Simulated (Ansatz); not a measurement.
# B: the cost of one run

Method: DFT LDA, scalar-relativistic, plane waves, PAW, in Ansatz 0.2.0.

2 further runs of the same task are left out: 2 set aside as unsound or not needed.

## Step 1: The structure to begin with

The structure is orthorhombic, space group Fmmm (No. 69). The conventional cell has a = 2.446 Å, b = 4.233 Å, c = 6.735 Å, α = 90.00°, β = 90.00°, γ = 90.00°. C (site symmetry m2m) has 3 C at 1.41 Å as nearest neighbours.

Coordinates:

```cif
data_structure
_symmetry_space_group_name_H-M 'Fmmm'
_symmetry_Int_Tables_number 69
_cell_length_a 2.4455
_cell_length_b 4.2335
_cell_length_c 6.7353
_cell_angle_alpha 90.000
_cell_angle_beta 90.000
_cell_angle_gamma 90.000
_cell_volume 69.73
loop_
_atom_site_label
_atom_site_type_symbol
_atom_site_symmetry_multiplicity
_atom_site_Wyckoff_symbol
_atom_site_fract_x
_atom_site_fract_y
_atom_site_fract_z
_atom_site_occupancy
C1 C 8 h 0.50000 0.66670 0.50000 1
```

It goes back to an entry of the Materials Project, which need not be the stable form.

It is the result of an earlier relaxation at this level (volume 8.72 Å³/atom; gap on the mesh: none (metal)).

## Step 2: The substitution C → B

B starts from the relaxed positions of C, with all lengths scaled by 1.063, a guess from tabulated radii.

## Step 3: A first look at the start (B)

File input.yaml:

```yaml
crystal:
  lattice:
    - [1.2996625387, -2.2498361641, 0.0]
    - [1.2996625387, 2.2498361641, 0.0]
    - [0.0, 0.0, 7.158836775]
  atoms:
    - { symbol: B, position: [0.0833017589, 0.9166982411, 0.7500092796] }
    - { symbol: B, position: [0.5833017589, 0.4166982411, 0.2499907204] }
    - { symbol: B, position: [0.9166982411, 0.0833017589, 0.2499907204] }
    - { symbol: B, position: [0.4166982411, 0.5833017589, 0.7500092796] }
basis:
  ecutwfc: 420
kpoints:
  mp_grid: { grid: [8, 8, 4] }
hamiltonian:
  xc: lda
scf:
  occupations: { method: gaussian, width: 0.1 }
output:
  forces: true
  stress: true
  eigenvalues: true
```

On the command line:

```sh
> ansatz run input.yaml --threads 1 --pin off --max-ram 2560MiB --backend cpu --events-out ev --progress --plain --runs-dir out
```

Q: Estimate wall time and peak memory on 1 thread of Intel Xeon at 2.50GHz (Skylake/Cascade Lake), shared host.

About 2.9 s, with a peak of 0.31 GiB.
